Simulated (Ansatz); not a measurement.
# HC2Cl5: further runs on the relaxed cell

The task here is to estimate one member of a computed series from the others.

Computed with Ansatz 0.2.0 (DFT PBE+D3(BJ), scalar-relativistic, plane waves, PAW, unless a step's input says otherwise).

## The structure to begin with

Symmetry: Pnma, No. 62, orthorhombic system. The conventional cell has a = 10.465 Å, b = 10.732 Å, c = 6.251 Å, α = 90.00°, β = 90.00°, γ = 90.00°. Around H (site symmetry m) lie 1 C at 1.10 Å. Around C (site symmetry m) lie 1 C at 1.55 Å and 3 Cl at 1.78 Å. C (site symmetry m) is surrounded by 1 H at 1.10 Å and 1 C at 1.55 Å and 2 Cl at 1.78 Å. Cl (site symmetry 1) has 1 C at 1.78 Å in its first shell of neighbours. Cl (site symmetry m) is surrounded by 1 C at 1.78 Å.

Structure file:

```xyz
32
Lattice="10.4654 0.0000 0.0000 0.0000 10.7321 0.0000 0.0000 0.0000 6.2510" Properties=species:S:1:pos:R:3 pbc="T T T"
H     2.7229    2.6830    5.1592
H     2.5098    8.0490    2.0336
H     7.9557    2.6830    4.2174
H     7.7425    8.0490    1.0919
C     0.5686    2.6830    5.2285
C     4.6641    8.0490    2.1030
C     5.8014    2.6830    4.1481
C     9.8968    8.0490    1.0225
C     1.9495    2.6830    5.9352
C     3.2833    8.0490    2.8096
C     7.1822    2.6830    3.4414
C     8.5160    8.0490    0.3159
Cl    0.4783    4.1305    4.1883
Cl    4.7544    6.6015    1.0628
Cl    5.7111    1.2355    5.1882
Cl    9.9871    9.4966    2.0627
Cl    9.9871    6.6015    2.0627
Cl    5.7111    4.1305    5.1882
Cl    4.7544    9.4966    1.0628
Cl    0.4783    1.2355    4.1883
Cl    9.6940    2.6830    0.1414
Cl    6.0041    8.0490    3.2670
Cl    4.4613    2.6830    2.9841
Cl    0.7714    8.0490    6.1096
Cl    2.1713    1.2220    0.6682
Cl    3.0615    9.5100    3.7938
Cl    7.4040    4.1440    2.4573
Cl    8.2942    6.5881    5.5828
Cl    8.2942    9.5100    5.5828
Cl    7.4040    1.2220    2.4573
Cl    3.0615    6.5881    3.7938
Cl    2.1713    4.1440    0.6682
```

This cell was relaxed beforehand with the same method: volume 21.94 Å³/atom, gap on the mesh 4.43 eV.

The first run:

input.yaml reads:

```yaml
crystal:
  lattice:
    - [10.4654319413, 0.0, 0.0]
    - [0.0, 10.7320623179, 0.0]
    - [0.0, 0.0, 6.2510481608]
  atoms:
    - { symbol: H, position: [0.2601849576, 0.25, 0.82532788] }
    - { symbol: H, position: [0.2398150424, 0.75, 0.32532788] }
    - { symbol: H, position: [0.7601849576, 0.25, 0.67467212] }
    - { symbol: H, position: [0.7398150424, 0.75, 0.17467212] }
    - { symbol: C, position: [0.0543359369, 0.25, 0.8364207729] }
    - { symbol: C, position: [0.4456640631, 0.75, 0.3364207729] }
    - { symbol: C, position: [0.5543359369, 0.25, 0.6635792271] }
    - { symbol: C, position: [0.9456640631, 0.75, 0.1635792271] }
    - { symbol: C, position: [0.186276684, 0.25, 0.9494664085] }
    - { symbol: C, position: [0.313723316, 0.75, 0.4494664085] }
    - { symbol: C, position: [0.686276684, 0.25, 0.5505335915] }
    - { symbol: C, position: [0.813723316, 0.75, 0.0505335915] }
    - { symbol: Cl, position: [0.0457068683, 0.384876885, 0.6700229818] }
    - { symbol: Cl, position: [0.4542931317, 0.615123115, 0.1700229818] }
    - { symbol: Cl, position: [0.5457068683, 0.115123115, 0.8299770182] }
    - { symbol: Cl, position: [0.9542931317, 0.884876885, 0.3299770182] }
    - { symbol: Cl, position: [0.9542931317, 0.615123115, 0.3299770182] }
    - { symbol: Cl, position: [0.5457068683, 0.384876885, 0.8299770182] }
    - { symbol: Cl, position: [0.4542931317, 0.884876885, 0.1700229818] }
    - { symbol: Cl, position: [0.0457068683, 0.115123115, 0.6700229818] }
    - { symbol: Cl, position: [0.926287544, 0.25, 0.0226255507] }
    - { symbol: Cl, position: [0.573712456, 0.75, 0.5226255507] }
    - { symbol: Cl, position: [0.426287544, 0.25, 0.4773744493] }
    - { symbol: Cl, position: [0.073712456, 0.75, 0.9773744493] }
    - { symbol: Cl, position: [0.2074690366, 0.1138681677, 0.1068984669] }
    - { symbol: Cl, position: [0.2925309634, 0.8861318323, 0.6068984669] }
    - { symbol: Cl, position: [0.7074690366, 0.3861318323, 0.3931015331] }
    - { symbol: Cl, position: [0.7925309634, 0.6138681677, 0.8931015331] }
    - { symbol: Cl, position: [0.7925309634, 0.8861318323, 0.8931015331] }
    - { symbol: Cl, position: [0.7074690366, 0.1138681677, 0.3931015331] }
    - { symbol: Cl, position: [0.2925309634, 0.6138681677, 0.6068984669] }
    - { symbol: Cl, position: [0.2074690366, 0.3861318323, 0.1068984669] }
basis:
  ecutwfc: 420
kpoints:
  mp_grid: { grid: [2, 2, 4] }
hamiltonian:
  xc: pbesol
scf:
  occupations: { method: gaussian, width: 0.02 }
output:
  forces: true
  stress: true
  eigenvalues: true
relax:
  adjacent_minimum: "off"
  f_tol: 0.005
  max_steps: 50
  cell: { stress_tol: 0.05 }
```

Launch:

```console
ansatz run input.yaml --threads 8 --pin off --max-ram 22528MiB --backend cpu --events-out ev --progress --plain --runs-dir out
```

Steps of the session up to this table: Relaxing with PBEsol; Relaxing with PBE; The cell under LDA; Relaxing with r2SCAN.

One table of the session follows, with a row left open; its other results are not shown here.

It belongs to the step «One structure, several functionals». 

```
functional   a (Å)   b (Å)  c (Å)  volume (Å³/atom)  gap on the mesh (eV)
PBE+D3(BJ)  10.465  10.732  6.251             21.94                  4.43
    PBEsol  10.413  11.434  6.547             24.36                  4.68
       PBE  11.184  11.789  6.781             27.94                  4.67
       LDA       ?       ?      ?                 ?                     ?
    r2SCAN  10.685  10.782  6.321             22.76                  4.93
```

Q: Estimate the row for LDA from the others.

As computed: a (Å): 9.984; b (Å): 10.196; c (Å): 5.965; volume (Å³/atom): 18.98; gap on the mesh (eV): 4.29. In the column «a (Å)» it is the lowest.
